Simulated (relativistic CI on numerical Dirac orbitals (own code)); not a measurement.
**Ions with 36 electrons, Eu²⁷⁺ to Tm³³⁺: levels along an isoelectronic sequence**

Aim: follow the lowest levels of 36-electron ions as the nuclear charge grows, with one list of configurations.

The numbers are computed with relativistic CI on numerical Dirac orbitals (own code) version 4 (Dirac-Coulomb-Breit CI, KLI orbitals optimised for each configuration, model QED (radiative potential, 1s self-energy scaled to tabulated hydrogen-like ionisation energies)), except any that are marked as measured or tabulated.

## Step 1: What is computed

* electrons: 36
* ions: Eu²⁷⁺, Gd²⁸⁺, Tb²⁹⁺, Dy³⁰⁺, Ho³¹⁺, Er³²⁺, Tm³³⁺
* configurations: [Ar] 3d10 4s2 4p6; [Ar] 3d10 4s2 4p5 4d; [Ar] 3d10 4s 4p6 4d; [Ar] 3d10 4s2 4p5 4f; [Ar] 3d10 4s 4p6 4f; [Ar] 3d10 4p6 4d2; [Ar] 3d10 4p5 4d3; [Ar] 3d10 4p5 4d2 4f

## Step 2: Eu²⁷⁺ (Z = 63)

Settings of the run:

```ini
atom Eu  Z=63  charge=27  electrons=36
nucleus A=153  rms_radius_fm=5.1115
hamiltonian dirac-coulomb  breit=on  qed=on  c_scale=1
orbitals kli  potential=per-configuration
slater_scale 1
correlation none
mixing on
configurations
  [Ar] 3d10 4s2 4p6
  [Ar] 3d10 4s2 4p5 4d
  [Ar] 3d10 4s 4p6 4d
  [Ar] 3d10 4s2 4p5 4f
  [Ar] 3d10 4s 4p6 4f
  [Ar] 3d10 4p6 4d2
  [Ar] 3d10 4p5 4d3
  [Ar] 3d10 4p5 4d2 4f
end
```

Run with:

```sh
$ python run_levels.py task.json out
```

The settings of every run stand in task.json; they run in order.

## Step 3: Gd²⁸⁺ (Z = 64)

Settings: those of step 2 with these lines changed.

```diff
@@ -1,3 +1,3 @@
-atom Eu  Z=63  charge=27  electrons=36
-nucleus A=153  rms_radius_fm=5.1115
+atom Gd  Z=64  charge=28  electrons=36
+nucleus A=158  rms_radius_fm=5.1569
 hamiltonian dirac-coulomb  breit=on  qed=on  c_scale=1
```

## Step 4: Tb²⁹⁺ (Z = 65)

Settings: those of step 3 with these lines changed.

```diff
@@ -1,3 +1,3 @@
-atom Gd  Z=64  charge=28  electrons=36
-nucleus A=158  rms_radius_fm=5.1569
+atom Tb  Z=65  charge=29  electrons=36
+nucleus A=159  rms_radius_fm=5.0600
 hamiltonian dirac-coulomb  breit=on  qed=on  c_scale=1
```

## Step 5: Dy³⁰⁺ (Z = 66)

Settings: those of step 4 with these lines changed.

```diff
@@ -1,3 +1,3 @@
-atom Tb  Z=65  charge=29  electrons=36
-nucleus A=159  rms_radius_fm=5.0600
+atom Dy  Z=66  charge=30  electrons=36
+nucleus A=164  rms_radius_fm=5.2218
 hamiltonian dirac-coulomb  breit=on  qed=on  c_scale=1
```

## Step 6: Ho³¹⁺ (Z = 67)

Settings: those of step 5 with these lines changed.

```diff
@@ -1,3 +1,3 @@
-atom Dy  Z=66  charge=30  electrons=36
-nucleus A=164  rms_radius_fm=5.2218
+atom Ho  Z=67  charge=31  electrons=36
+nucleus A=165  rms_radius_fm=5.2022
 hamiltonian dirac-coulomb  breit=on  qed=on  c_scale=1
```

## Step 7: Er³²⁺ (Z = 68)

Settings: those of step 6 with these lines changed.

```diff
@@ -1,3 +1,3 @@
-atom Ho  Z=67  charge=31  electrons=36
-nucleus A=165  rms_radius_fm=5.2022
+atom Er  Z=68  charge=32  electrons=36
+nucleus A=166  rms_radius_fm=5.2516
 hamiltonian dirac-coulomb  breit=on  qed=on  c_scale=1
```

## Step 8: Tm³³⁺ (Z = 69)

Settings: those of step 7 with these lines changed.

```diff
@@ -1,3 +1,3 @@
-atom Er  Z=68  charge=32  electrons=36
-nucleus A=166  rms_radius_fm=5.2516
+atom Tm  Z=69  charge=33  electrons=36
+nucleus A=169  rms_radius_fm=5.2256
 hamiltonian dirac-coulomb  breit=on  qed=on  c_scale=1
```

(Steps that only read results are left out.)

Before running it: what results should come out? Wanted: lowest level, first ion; lowest level, last ion; changes of the lowest level; interval 3F°3 to 3F°4; mean jj purity of the low levels.

The runs gave:

| quantity | value |
| --- | --- |
| lowest level, first ion | 4p6 1S0 |
| lowest level, last ion | 4p6 1S0 |
| changes of the lowest level | none |
| interval 3F°3 to 3F°4 | 38870 to 78200 cm⁻¹ |
| mean jj purity of the low levels | 97 to 98 % |

In words: The lowest level stays 4p6 1S0 throughout. The fine-structure interval of 4p5 4d 3F° grows as about Z to the power 7.7 over this range, steeper than the fourth power of a bare nucleus, since the screened charge grows faster than Z and higher orders in (Zα)² add to it. Only the listed configurations are in the model.
